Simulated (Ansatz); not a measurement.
# Ge2Sb2Te5: relaxation of cell and atoms with BLYP+D4

Ge2Sb2Te5:

```
CELL_PARAMETERS angstrom
4.29406 0.00000 0.00000
-2.14703 3.71877 0.00000
0.00000 0.00000 17.10135
ATOMIC_POSITIONS crystal
Te 0.66667 0.33333 0.41989
Te 0.33333 0.66667 0.58011
Te 0.33333 0.66667 0.20154
Te 0.66667 0.33333 0.79846
Te 0.00000 0.00000 0.00000
Sb 0.00000 0.00000 0.32007
Sb 0.00000 0.00000 0.67993
Ge 0.66667 0.33333 0.10290
Ge 0.33333 0.66667 0.89711
```

The cell comes from a database or a generator and needn't be the stable form of this composition.

* Program: Ansatz 0.2.0
* Task: relaxation of cell and atoms
* Functional: BLYP
* Dispersion: D4
* Potentials or basis: Ansatz PAW
* Cutoff: 420 eV (not typed: the program's choice for these potentials)
* k mesh: 7 × 7 × 2
* Occupations: fermi-dirac, width 0.05 eV
* Spin: no spin polarisation

```
Relaxed volume                         : 31.06 Å³/atom
Relaxed cell                           : a = 4.338 Å, b = 4.338 Å, c = 17.154 Å, α = 90.00°, β = 90.00°, γ = 120.00°
Space group after relaxing (to 0.05 Å) : P-3m1 (No. 164)
Energy gained by relaxing              : 18.1 meV/atom
Ionic steps                            : 5
Pressure after relaxing                : 0.0 GPa
Largest force after relaxing           : 0.006 eV/Å
Band gap on the k mesh                 : 0.33 eV, direct
```

Forces in eV/Å, atoms in the order of the input:
```
Te   0.000  0.000  0.000
Te   0.000  0.000  0.000
Te   0.000  0.000 -0.006
Te   0.000  0.000  0.006
Te   0.000  0.000  0.000
Sb   0.000  0.000 -0.005
Sb   0.000  0.000  0.005
Ge   0.000  0.000 -0.005
Ge   0.000  0.000  0.005
```

The path:
```csv
step,energy change (eV),largest force (eV/Å),volume (Å³)
1,0.0000,0.1921,273.09
2,-0.1607,0.0710,279.78
3,-0.1613,0.0357,280.23
4,-0.1618,0.0057,279.55
5,-0.1630,0.0056,279.55
```

Final structure:
```yaml
crystal:
  lattice:
    - [4.33791, 0.00000, 0.00000]
    - [-2.16896, 3.75674, 0.00000]
    - [0.00000, 0.00000, 17.15382]
  atoms:
    - { symbol: Te, position: [0.66667, 0.33333, 0.42236] }
    - { symbol: Te, position: [0.33333, 0.66667, 0.57764] }
    - { symbol: Te, position: [0.33333, 0.66667, 0.20774] }
    - { symbol: Te, position: [0.66667, 0.33333, 0.79226] }
    - { symbol: Te, position: [0.00000, 0.00000, 0.00000] }
    - { symbol: Sb, position: [0.00000, 0.00000, 0.32364] }
    - { symbol: Sb, position: [0.00000, 0.00000, 0.67636] }
    - { symbol: Ge, position: [0.66667, 0.33333, 0.10482] }
    - { symbol: Ge, position: [0.33333, 0.66667, 0.89518] }
```

Levels at points of the mesh, in eV from the valence-band top:
| k point | band 67 | band 68 | band 69 | band 70 | band 71 | band 72 |
| --- | --- | --- | --- | --- | --- | --- |
| (0.00, 0.00, 0.00) | -1.15 | -0.84 | 0.00 | 0.33 | 0.33 | 0.36 |
| (0.00, 0.00, -0.50) | -1.24 | -0.70 | -0.15 | 0.58 | 0.58 | 0.60 |

Run time: 45 s on 4 threads of Intel(R) Xeon(R) Platinum 8259CL CPU @ 2.50GHz (Skylake/Cascade Lake), on a shared host, peak memory 1.1 GiB.

Caveat: odd divisions of the mesh miss points on the zone boundary, where band edges often lie, so the gap on the mesh can be too wide; the plane-wave basis is chosen anew once the cell has moved, so the energies of steps on either side of that aren't comparable; spin-orbit coupling is left out, which moves the levels of the heavy elements; the PAW data sets come from PBE, with cores solved anew for the run's functional, which leaves a small shift of forces and pressure. A k mesh can miss the band edges.
